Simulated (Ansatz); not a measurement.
# CH₃Ge+ (triplet): wave-function methods side by side, cc-pVDZ

An exercise on one series of results from a longer session: the logs are not shown, and one member is left open.

Program: Ansatz 0.2.0, Gaussian basis. Level of theory: cc-pVDZ, core rule «outside noble gas», up to 15 orbitals frozen. These are calculated values, not measurements.

To be run: UHF; CCSD(T) on ROHF; CCSD(T) on UHF; BCCD(T) on ROHF; CISD; CCSDT(Q) on ROHF; CCSDT(Q) on UHF.

16 further runs of the same task are left out: 4 that didn't finish, 12 set aside as unsound or not needed.

**The geometry**

The geometry is a PBE0/def2-TZVP stationary point (not a proven minimum) of the parent state, kept for this charge and spin. No spin-orbit coupling is included. The filled d shell of Ge may be among the frozen orbitals whatever the setting's name suggests; the logs give the count.

5 atoms, charge 1, spin multiplicity 3.

Atoms are counted from 1 here; the program's logs count them from 0.

Bond lengths: Ge1–C2 1.885 Å, Ge1–H3 1.585 Å, C2–H4 1.090 Å, C2–H5 1.087 Å. Angles: C2–Ge1–H3 99.2°, Ge1–C2–H4 120.5°, Ge1–C2–H5 123.1°, H4–C2–H5 113.6°.

Set-up of the first run:

File in.yaml:

```yaml
crystal:
  periodic: [false, false, false]
  atoms:
    - {symbol: Ge, position_ang: [-0.010779, 0.032151, 0.310414]}
    - {symbol: C, position_ang: [0.050474, -0.062529, -1.571171]}
    - {symbol: H, position_ang: [0.350811, -1.472587, 0.652420]}
    - {symbol: H, position_ang: [-0.400886, -0.903724, -2.097076]}
    - {symbol: H, position_ang: [0.225451, 0.804390, -2.203997]}
basis:
  gaussian: {orbitals: cc-pVDZ}
total_charge: 1
magnetization: {spin_polarized: true, initial_magnetization: 2}
hamiltonian: {xc: hf}
output: {orbitals: {seedname: orbitals}}
```

Command:

```sh
$ ansatz run in.yaml --threads 1 --pin off --events-out ev --progress --plain --max-ram 2393MiB
```

Among the steps run: UHF; CCSD(T) on ROHF; CCSD(T) on UHF; BCCD(T) on ROHF; CISD; CCSDT(Q) on ROHF; CCSDT(Q) on UHF.

One table of the session follows, with a row left open; its other results are not shown here.

| method | from UCCSDT(Q) (meV) |
| --- | --- |
| ROHF | +5896.1 |
| UHF | ? |
| RMP2 | +1091.1 |
| UMP2 | +1105.1 |
| CISD | +566.6 |
| RCCSD | +203.1 |
| UCCSD | +193.2 |
| RCCSD(T) | +45.4 |
| UCCSD(T) | +39.5 |
| BCCD(T) | +45.8 |
| RCCSDT | +16.3 |
| UCCSDT | +9.5 |
| RCCSDT(Q) | +7.3 |
| UCCSDT(Q) | 0 |

Estimate the missing values for UHF.

The run gave: from UCCSDT(Q) (meV): +5755.2. In the column «from UCCSDT(Q) (meV)» it lies between UMP2 (+1105.1) and ROHF (+5896.1).

Limits of these values: Restricted and unrestricted rows rest on different reference determinants; where their highest levels disagree by more than a few hundredths of an eV, they describe different states and don't form one ladder.
